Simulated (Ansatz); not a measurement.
Consider a convergence test of the plane-wave cutoff of BaTl2, space group P6_3/mmc (the Ansatz DFT code, driven from Python).

The script reads `POSCAR_batl2`:
```text
BaTl2
1.0
   5.29410746    0.00000000    0.00000000
  -2.64705373    4.58483155    0.00000000
   0.00000000    0.00000000    8.62833932
Ba Tl
2 4
Direct
   0.00000000    0.00000000    0.25000000
   0.00000000    0.00000000    0.75000000
   0.33333333    0.66666667    0.45373435
   0.66666667    0.33333333    0.95373435
   0.66666667    0.33333333    0.54626565
   0.33333333    0.66666667    0.04626565
```

`batl2_ecut.py`
```python
# -*- coding: utf-8 -*-
"""Convergence of BaTl2 with the plane-wave cutoff."""

import warnings

import ansatz as az
from ase.io import read
import pandas as pd

warnings.simplefilter("ignore", az.DeckWarning)

atoms = read("POSCAR_batl2", format="vasp")
xtal = az.Crystal.from_ase(atoms)

model = (
    xtal.calculation()
    .initial_density(normalization="atom")
    .occupations("methfessel_paxton", width=0.2)  # smearing steadies the SCF of a metal
    .scf(tolerance=1e-07, extra_bands=2)
    .functional(az.Functional.PBESOL, dispersion="D3(BJ)")
    .kpoints(spacing=0.23)
)

rows = []
for value in [250, 300, 350, 400, 450, 500]:
    r = model.basis(value).run().report
    rows.append((value, r["free_energy_ev"] / len(r["lattice"]["sites"]), r["n_iterations"], r["n_pw"]))

table = pd.DataFrame(rows, columns=["cutoff (eV)", "F/atom (eV)", "iterations", "plane waves"])
print(table.round(5).to_string(index=False))

# differences from the last row
for row in rows[:-1]:
    shift = 1000 * (row[1] - rows[-1][1])
    print(f"{row[0]}: {shift:+.2f} meV/atom" + ("  (within 1 meV)" if abs(shift) < 1 else ""))
```

How fast does the energy converge with the cutoff (threshold 1 meV an atom)?

From 450 eV on it stays within 1 meV an atom of the value at 500 eV; the first row (250 eV) is off by 497.0 meV and the last but one by 0.29 meV. The energy falls steadily, as expected when plane waves are added. The last run costs about 2.5 times the first.

The output:

```console
$ python batl2_ecut.py
 cutoff (eV)  F/atom (eV)  iterations  plane waves
         250  -9484.96305           8         1847
         300  -9485.41758           8         2539
         350  -9485.45759           8         3039
         400  -9485.45887           8         3791
         450  -9485.45972           8         4559
         500  -9485.46001           8         5299
250: +496.95 meV/atom
300: +42.43 meV/atom
350: +2.42 meV/atom
400: +1.14 meV/atom
450: +0.29 meV/atom  (within 1 meV)
```

Dispersion corrections can be off by several per cent in the lattices of metals, and by several GPa in the pressure at a fixed cell. Spin-orbit coupling, which matters for elements this heavy, is left out. This cell is a computed structure, which may not be the phase found in nature. Shifts are counted from the last row, which is itself no proven limit. The script silences the warnings on its input, which a real study should read. Run time: 58 s on 1 thread of Arm Neoverse V1, on a shared host, peak memory 0.67 GiB.
